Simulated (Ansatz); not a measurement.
# AlGaN2: a single-point run

Wanted: a converged single-point run for AlGaN2, and a check of what comes out. The structure is shown as the input types it. The cell is built on a prototype (ordering on zincblende) and needn't be the phase found in nature.

Method: density functional or hybrid calculation with the settings of its input, plane waves (as first typed), in Ansatz 0.2.0.

2 further runs of the same task are left out: 2 that didn't finish.

**1. The system as given**

It takes space group R3m (No. 160, trigonal). Conventional cell: a = 3.135 Å, b = 3.135 Å, c = 15.360 Å, α = 90.00°, β = 90.00°, γ = 120.00°. Al (site symmetry 3m) has 4 N at 1.88 to 1.91 Å as nearest neighbours. Ga (site symmetry 3m) is surrounded by 4 N at 1.93 to 1.96 Å. Around N (site symmetry 3m) lie 3 Al at 1.91 Å and 1 Ga at 1.96 Å. N (site symmetry 3m) has 1 Al at 1.88 Å and 3 Ga at 1.93 Å as nearest neighbours.

Structure file:

```
CELL_PARAMETERS angstrom
1.56772 0.90513 5.12016
-1.56772 0.90513 5.12016
0.00000 -1.81025 5.12016
ATOMIC_POSITIONS crystal
Al 0.00026 0.00026 0.00026
Ga 0.49980 0.49980 0.49980
N 0.37234 0.37234 0.37234
N 0.87760 0.87760 0.87760
```

**2. The calculation**

input.yaml

```yaml
crystal:
  lattice:
    - [1.5677238935, 0.9051258119, 5.1201613484]
    - [-1.5677238935, 0.9051258119, 5.1201613484]
    - [0.0, -1.8102516238, 5.1201613484]
  atoms:
    - { symbol: Al, position: [1.0002576467, 0.0002576467, 0.0002576467] }
    - { symbol: Ga, position: [0.4997971947, 0.4997971947, 0.4997971947] }
    - { symbol: "N", position: [0.37234282, 0.37234282, 0.37234282] }
    - { symbol: "N", position: [0.8776023386, 0.8776023386, 0.8776023386] }
kpoints:
  mp_grid: { grid: [6, 6, 6] }
hamiltonian:
  xc: pbesol
scf:
  occupations: { method: fixed }
  n_extra_bands: 5
  max_iter: 66
output:
  forces: true
  stress: true
  eigenvalues: true
basis:
  ecutwfc: 40
```

Started as:

```console
> ansatz run input.yaml --threads 4 --pin off --max-ram 3686MiB --backend cpu --events-out ev --progress --plain --runs-dir out
```

What happens when this is run?

The program finished normally, with warnings (band overlap at count, cutoff below recommended, metallic iterate). It gives a pressure of -1814 GPa and a largest force of 15.3 eV/Å, which is large.

The suspect setting: basis.ecutwfc is 40. With so few plane waves the basis is incomplete by a wide margin. The potentials' recommended cutoff is 420 eV.

To check: delete basis.ecutwfc (the default then holds).
